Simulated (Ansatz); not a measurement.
**C3H9BO3 (trimethyl borate): MP2/6-31G(d) (spherical functions)**

Aim: the energy change on altering one bond length of C3H9BO3 (trimethyl borate) at MP2/6-31G* (spherical functions), from 2 runs. 

The results are computed with Ansatz 0.2.0.

53 further runs of the same task are left out: 53 set aside as unsound or not needed.

## (1) The structure to begin with

C3H9BO3 has 16 atoms, charge 0, and is taken as a singlet. As SMILES, `COB(OC)OC`. Geometry: relaxed at PBE0-D4/def2-TZVP.

Bond lengths: C1–O2 1.412 Å, O2–B3 1.363 Å, B3–O4 1.363 Å, O4–C5 1.412 Å, B3–O6 1.363 Å, O6–C7 1.412 Å, C1–H8 1.093 Å, C1–H9 1.093 Å, C1–H10 1.090 Å, C5–H11 1.093 Å, C5–H12 1.093 Å, C5–H13 1.090 Å, C7–H14 1.093 Å, C7–H15 1.093 Å, C7–H16 1.090 Å. Some angles: C1–O2–B3 120.2°, O2–B3–O4 120.0°, O2–B3–O6 120.0°, O4–B3–O6 120.0°, B3–O4–C5 120.2°, B3–O6–C7 120.2°, O2–C1–H8 111.3°, O2–C1–H9 111.3°, O2–C1–H10 107.6°, O4–C5–H11 111.3°.

## (2) A single-point energy at MP2/6-31G(d) (spherical functions)

input.yaml reads:

```yaml
crystal:
  periodic: [false, false, false]
  atoms:
    - symbol: C
      position_ang: [0.495720, -0.646730, -2.262610]
    - symbol: O
      position_ang: [-0.175840, 0.182850, -1.338690]
    - symbol: B
      position_ang: [0.000140, 0.000100, 0.000000]
    - symbol: O
      position_ang: [0.825800, -0.985800, 0.450290]
    - symbol: C
      position_ang: [1.010960, -1.178550, 1.836440]
    - symbol: O
      position_ang: [-0.650070, 0.802840, 0.888440]
    - symbol: C
      position_ang: [-1.506700, 1.825270, 0.426170]
    - symbol: H
      position_ang: [1.580410, -0.565040, -2.153520]
    - symbol: H
      position_ang: [0.214930, -1.695090, -2.131270]
    - symbol: H
      position_ang: [0.211110, -0.322610, -3.263990]
    - symbol: H
      position_ang: [1.432620, -0.286900, 2.307940]
    - symbol: H
      position_ang: [0.066710, -1.416360, 2.333400]
    - symbol: H
      position_ang: [1.702440, -2.011880, 1.963760]
    - symbol: H
      position_ang: [-0.965900, 2.546210, -0.192620]
    - symbol: H
      position_ang: [-2.330740, 1.415550, -0.163930]
    - symbol: H
      position_ang: [-1.911590, 2.336140, 1.300180]
basis:
  gaussian:
    orbitals: 6-31G_st_-spherical.json
total_charge: 0
magnetization:
  spin_polarized: false
correlation:
  method: mp2
  frozen_orbitals: {B: 1, C: 1, H: 0, O: 1}
accuracy: high
```

The basis set 6-31G* is read from a file made from the Basis Set Exchange's data (not shown).

The run is started by

```console
$ ansatz run input.yaml --threads 1 --pin off --max-ram 3480MiB --events-out events.jsonl --progress --plain --runs-dir runs
```

What it wrote:

```text
Warning: RAYON_NUM_THREADS=1 ignored (pool sized by the plan → 1); use --threads N
Functional definition: HF
  name "HF"
  exchange = exact_x
  correlation = 0
2909 factors; integrals over basis functions are off by at most 6.4e-9 eV
mean field evaluation 1: about -10016.7375 eV, gradient 4.1e1 eV
mean field evaluation 2: about -10016.8754 eV, gradient 4.1e1 eV
mean field evaluation 4: about -10020.4904 eV, gradient 4.2e0 eV
mean field evaluation 8: about -10020.5357 eV, gradient 1.2e-1 eV
mean field -10020.53569947 eV, -368.2478947923 hartree, gradient 3.4e-8 eV, S^2 0.000000; 0 other end points of the search recorded, 0 dependent functions left out
7 core orbitals not correlated: weight in the atoms' cores, before any rotation towards them, 1.000 or more for the frozen orbitals, at most 0.000 for the correlated occupied ones
reference -10020.53569947 eV, -368.2478947923 hartree; 21, 21 occupied and 88, 88 virtual orbitals, 2909 factors
second order -26.62429417 eV of doubles, -0.00000000 eV of singles
Total energy: -10047.15999363 eV, -369.2263195563 hartree
```

Wall time 8.1 s (1 thread of Arm Neoverse V2, shared host); peak memory 0.44 GiB.

## (3) The distorted shape at the same level

job.yaml reads:

```yaml
crystal:
  periodic: [false, false, false]
  atoms:
    - {symbol: C, position_ang: [0.837245, -1.035667, -1.060977]}
    - {symbol: O, position_ang: [0.165685, -0.206087, -0.137057]}
    - {symbol: B, position_ang: [0.341665, -0.388837, 1.201633]}
    - {symbol: O, position_ang: [1.167325, -1.374737, 1.651923]}
    - {symbol: C, position_ang: [1.352485, -1.567487, 3.038073]}
    - {symbol: O, position_ang: [-0.308545, 0.413903, 2.090073]}
    - {symbol: C, position_ang: [-1.165175, 1.436333, 1.627803]}
    - {symbol: H, position_ang: [1.921935, -0.953977, -0.951887]}
    - {symbol: H, position_ang: [0.556455, -2.084027, -0.929637]}
    - {symbol: H, position_ang: [0.211110, -0.322610, -3.263990]}
    - {symbol: H, position_ang: [1.774145, -0.675837, 3.509573]}
    - {symbol: H, position_ang: [0.408235, -1.805297, 3.535033]}
    - {symbol: H, position_ang: [2.043965, -2.400817, 3.165393]}
    - {symbol: H, position_ang: [-0.624375, 2.157273, 1.009013]}
    - {symbol: H, position_ang: [-1.989215, 1.026613, 1.037703]}
    - {symbol: H, position_ang: [-1.570065, 1.947203, 2.501813]}
basis:
  gaussian: {orbitals: 6-31G_st_-spherical.json}
accuracy: high
correlation: {method: mp2, frozen_orbitals: {B: 1, C: 1, H: 0, O: 1}}
```

The basis set 6-31G* is read from a file made from the Basis Set Exchange's data (not shown).

The run is started by

```console
$ ansatz run job.yaml --threads 1 --pin off --max-ram 3480MiB --events-out events.jsonl --progress --plain --runs-dir runs
```

What it wrote (excerpt; [...] marks lines left out):

```text
Warning: RAYON_NUM_THREADS=1 ignored (pool sized by the plan → 1); use --threads N
Functional definition: HF
  name "HF"
[...]
2910 factors; integrals over basis functions are off by at most 6.6e-9 eV
[...]
mean field -10014.77137743 eV, -368.0360598646 hartree, gradient 7.1e-8 eV, S^2 0.000000; 0 other end points of the search recorded, 0 dependent functions left out; unrestricted orbitals would lower it
[...]
unrestricted determinant -10016.78346463 eV, -368.1100027055 hartree, S^2 0.9014
7 core orbitals not correlated: weight in the atoms' cores, before any rotation towards them, 1.000 or more for the frozen orbitals, at most 0.000 for the correlated occupied ones
reference -10014.77137743 eV, -368.0360598646 hartree; 21, 21 occupied and 88, 88 virtual orbitals, 2910 factors
second order -27.44271568 eV of doubles, -0.00000000 eV of singles
Total energy: -10042.21409311 eV, -369.0445610645 hartree
```

Wall time 11 s (1 thread of Arm Neoverse V2, shared host); peak memory 0.49 GiB.

## (4) Results

Level: MP2/6-31G* (spherical functions), 7 core orbitals frozen.

| quantity | value |
| --- | --- |
| first shape: total energy | -369.22632 Eh |
| first shape: correlation energy (7 core orbitals frozen) | -978.4 mEh |
| distorted shape: total energy | -369.04456 Eh |
| distorted shape: correlation energy (7 core orbitals frozen) | -1008.5 mEh |
| energy change with the C1–H10 bond stretched from 1.090 to 2.399 Å | 4.946 eV |

**Reading.** With the C1–H10 bond stretched from 1.090 to 2.399 Å the energy rises by 4.95 eV (477 kJ/mol). The first shape isn't relaxed at this level, so the change isn't measured from a minimum. The restricted solution (distorted shape) is unstable to spin breaking: an unrestricted one lies lower.
